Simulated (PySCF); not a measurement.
**TiBr2Cl2 (TiBr₂Cl₂): electronic structure in real space**

Aim: take TiBr2Cl2 (TiBr₂Cl₂) and see where an electron leaves and enters and localise its valence orbitals.

Program: PySCF 2.14.0. Level of theory: levels as typed in each script, gas phase, geometry from GFN2-xTB. These are calculated values, not measurements.

### Step 1. The system as given

5 atoms, charge 0, spin multiplicity 1.

Bond lengths: Ti1–Br2 2.338 Å, Ti1–Br3 2.338 Å, Ti1–Cl4 2.107 Å, Ti1–Cl5 2.107 Å. Angles: Br2–Ti1–Br3 105.0°, Br2–Ti1–Cl4 109.8°, Br2–Ti1–Cl5 109.8°, Br3–Ti1–Cl4 109.8°, Br3–Ti1–Cl5 109.8°, Cl4–Ti1–Cl5 112.5°.

Geometry (Å):

```
atom    x (Å)    y (Å)    z (Å)
 Ti1   0.0000   0.4749   0.0000
 Br2   1.8546  -0.9488   0.0000
 Br3  -1.8546  -0.9488   0.0000
 Cl4   0.0000   1.6461  -1.7517
 Cl5   0.0000   1.6461   1.7517
```

### Step 2. Removing and adding an electron (B3LYP/def2-svpd)

File input.py:

```python
import numpy as np
from pyscf import gto, scf, dft
from pyscf.scf import atom_ks, atom_hf
from scipy.linalg import block_diag

def solve(mol, dm0=None, hcore=None):
    mf = (dft.UKS if mol.spin else dft.RKS)(mol, xc='b3lyp')
    mf.grids.level = 3
    mf = mf.density_fit(auxbasis='def2-universal-jkfit')
    mf.conv_tol, mf.max_cycle = 1e-8, 80
    if hcore is not None:
        mf.get_hcore = lambda *args: hcore
    mf.kernel(dm0)
    if not mf.converged:
        mf = mf.newton().run(mf.mo_coeff, mf.mo_occ, max_cycle=30)
    assert mf.converged, 'SCF not converged'
    return mf

mol = gto.M(atom='''
Ti     0.00002     0.47493     0.00000
Br     1.85456    -0.94878    -0.00001
Br    -1.85457    -0.94877     0.00001
Cl    -0.00003     1.64606    -1.75169
Cl     0.00003     1.64605     1.75169
''', basis='def2-svpd', charge=0, spin=0, verbose=4)
mf = solve(mol)
out = dict(e0=mf.e_tot, dm0=mf.make_rdm1(), c=mf.mo_coeff, occ=mf.mo_occ, eps=mf.mo_energy)
for name, dq, spin in [('cation', 1, 1), ('anion', -1, 1)]:
    ion = mol.copy().set(charge=mol.charge + dq, spin=spin).build()
    mi = solve(ion)
    if spin and dq > 0 and mol.nao < 130:
        c, _, stable, _ = mi.stability(return_status=True)
        if not stable:
            mi = solve(ion, mi.make_rdm1(c, mi.mo_occ))
    print(name, 'vertical energy change / eV', (mi.e_tot - mf.e_tot) * 27.211386)
    out.update({'e_' + name: mi.e_tot, 'dm_' + name: mi.make_rdm1(), 's2_' + name: mi.spin_square()[0], 'eps_' + name: mi.mo_energy, 'occ_' + name: mi.mo_occ})
# spherically averaged free atoms, for the promolecule
atm = atom_ks.get_atm_nrks(mol, xc='b3lyp')
pro = block_diag(*[(atm[a[0]][2] * atm[a[0]][3]) @ atm[a[0]][2].T for a in mol._atom])
np.savez('result.npz', pro=pro, **out)
```

The run is started by

```bash
> OMP_NUM_THREADS=1 python input.py
```

### Step 4. Localised orbitals (BP86/def2-svpd)

File input.py:

```python
import numpy as np
from pyscf import gto, scf, dft, lo
from pyscf.data.elements import chemcore

def solve(mol, dm0=None, hcore=None):
    mf = (dft.UKS if mol.spin else dft.RKS)(mol, xc='bp86')
    mf.grids.level = 3
    mf = mf.density_fit(auxbasis='def2-universal-jkfit')
    mf.conv_tol, mf.max_cycle = 1e-8, 80
    if hcore is not None:
        mf.get_hcore = lambda *args: hcore
    mf.kernel(dm0)
    if not mf.converged:
        mf = mf.newton().run(mf.mo_coeff, mf.mo_occ, max_cycle=30)
    assert mf.converged, 'SCF not converged'
    return mf

mol = gto.M(atom='''
Ti     0.00002     0.47493     0.00000
Br     1.85456    -0.94878    -0.00001
Br    -1.85457    -0.94877     0.00001
Cl    -0.00003     1.64606    -1.75169
Cl     0.00003     1.64605     1.75169
''', basis='def2-svpd', charge=0, spin=0, verbose=4)
mf = solve(mol)
occ_all = mf.mo_coeff[:, mf.mo_occ > 0]
occ = occ_all[:, chemcore(mol):]
pm = lo.PM(mol, occ, pop_method='meta_lowdin')
loc = pm.kernel()
for _ in range(5):
    new, stable = pm.stability_jacobi(return_status=True)
    if stable:
        break
    loc = pm.kernel(new)
fock, s = mf.get_fock(), mf.get_ovlp()
ortho = lo.orth_ao(mol, 'meta_lowdin')
labels = mol.ao_labels(fmt=None)
vir = loc[:, :0]
both = np.hstack([loc, vir])
p = (ortho.T @ s @ both) ** 2
pop = np.array([p[[l[0] == a for l in labels]].sum(0) for a in range(mol.natm)])
spd = np.array([[p[[l[0] == a and l[2][-1] == k for l in labels]].sum(0) for k in 'spd'] for a in range(mol.natm)])
eps = np.einsum('pi,pq,qi->i', both, fock, both)
for i in np.argsort(eps):
    top = np.argsort(-pop[:, i])[:3]
    print('%3d %s %9.4f Eh ' % (i + 1, 'occ' if i < loc.shape[1] else 'vir', eps[i]), '  '.join('%s%d %.3f' % (mol.atom_symbol(a), a + 1, pop[a, i]) for a in top))
np.savez('result.npz', c=both, nocc=loc.shape[1], pop=pop, spd=spd, eps=eps, e=mf.e_tot)
```

(Steps that only read results are left out.)

Q: Predict the outcome of this session. Wanted: vertical ionisation energy.

As calculated:

```
                                                 quantity     value
             vertical ionisation energy (B3LYP/def2-svpd)  10.57 eV
localised occupied orbitals above −45 eV (BP86/def2-svpd)        19
```

The ionisation energy from two SCF runs, 10.57 eV, lies 2.0 eV above −ε(HOMO) = 8.54 eV of the same level, B3LYP/def2-svpd, since self-interaction lifts this functional's HOMO. The geometry was not optimised at these levels.
